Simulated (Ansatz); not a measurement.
# Mo: the cost of one run

Computed with Ansatz 0.2.0 (DFT PBE, scalar-relativistic, plane waves, PAW, unless a step's input says otherwise).

1 further run of the same task is left out (set aside as unsound or not needed).

## Step 1: The system as given

It takes space group Im-3m (No. 229, cubic). Conventional cell: a = 3.160 Å, b = 3.160 Å, c = 3.160 Å, α = 90.00°, β = 90.00°, γ = 90.00°. Mo (site symmetry m-3m) is surrounded by 8 Mo at 2.74 Å.

Coordinates:

```
CELL_PARAMETERS angstrom
-1.58022 1.58022 1.58022
1.58022 -1.58022 1.58022
1.58022 1.58022 -1.58022
ATOMIC_POSITIONS crystal
Mo 0.00000 0.00000 0.00000
```

It is the result of an earlier relaxation at this level (volume 15.78 Å³/atom; gap on the mesh: none (metal)).

## Step 2: Static run: bands, density of states and charges

Contents of input.yaml:

```yaml
crystal:
  lattice:
    - [-1.5802206812, 1.5802206812, 1.5802206812]
    - [1.5802206812, -1.5802206812, 1.5802206812]
    - [1.5802206812, 1.5802206812, -1.5802206812]
  atoms:
    - { symbol: Mo, position: [0.0, 0.0, 0.0] }
basis:
  ecutwfc: 420
kpoints:
  mp_grid: { grid: [18, 18, 18] }
  band_path:
    path:
      - [[0.0, 0.0, 0.0], [0.5, -0.5, 0.5], [0.0, 0.0, 0.5], [0.0, 0.0, 0.0], [0.25, 0.25, 0.25], [0.5, -0.5, 0.5]]
      - [[0.25, 0.25, 0.25], [0.0, 0.0, 0.5]]
    npoints: 14
hamiltonian:
  xc: pbe
scf:
  occupations: { method: gaussian, width: 0.1 }
  n_extra_bands: 6
output:
  forces: true
  stress: true
  eigenvalues: true
  populations: true
  dos: { projected: true, de: 0.02, nscf_kmesh: { grid: [27, 27, 27] } }
  bader: true
  write_density: true
  write_potential: true
  elf: true
  volumetric_format: npy
```

The run is started by

```bash
$ ansatz run input.yaml --threads 1 --pin off --max-ram 2560MiB --backend cpu --events-out ev --progress --plain --runs-dir out
```

What time and memory should one allow on 1 thread of AMD EPYC 7R13 (Zen 3), shared host?

About 13 s, with a peak of 0.44 GiB.
